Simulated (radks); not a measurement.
**The Coulomb parameter U of the 4d shell of Mo**

An exercise on one series of results from a longer session: the logs are not shown, and one member is left open.

Method: Dirac Kohn-Sham, PBE, spin-unpolarised, spherical densities, finite nucleus; open shells are shared between the two j in proportion to 2j + 1. Code: radks (a radial shooting solver on a logarithmic mesh, Libxc functionals) version 1.

## What is computed

| Item | Value |
| --- | --- |
| element | molybdenum (Z = 42) |
| charge | 0 |
| electrons | 42 |
| configuration | [Kr] 4d5 5s1 |
| nuclear rms radius | 4.4091 fm |

Outer shells as boxes (Hund's rule):

Mo
```
[Kr] core
4d [↑ ][↑ ][↑ ][↑ ][↑ ]
5s [↑ ]
```

Set-up of the first run:

Input:

```text
Z 42
configuration [Kr] 4d5 5s1
relativity Dirac
functional pbe,pbe
spin unpolarised
j_filling average
nucleus finite rms 4.4091 fm
c 137.035999084
```

Among the steps run: Start: [Kr] 4d5 5s1.

One table of the session follows, with a row left open; its other results are not shown here.

It belongs to the step «Start: [Kr] 4d5 5s1». From the orbitals of this run (lengths in bohr):

```
level     <r>  outermost maximum (interpolated)  90 % within  nodes
3d3/2  0.4132                             0.321        0.661      0
3d5/2  0.4167                             0.324        0.666      0
4s1/2   1.108                             0.990         1.61      3
4p1/2   1.217                              1.06         1.81      2
4p3/2   1.248                              1.08         1.86      2
5s1/2   3.596                              2.95         5.43      4
4d3/2       ?                                 ?            ?      ?
4d5/2   2.013                              1.39         3.37      1
```

Q: Estimate the row for 4d3/2 from the others.

**Answer.** <r>: 1.981; outermost maximum (interpolated): 1.38; 90 % within: 3.30; nodes: 1. In the column «<r>» it lies between 4p3/2 (1.248) and 4d5/2 (2.013).
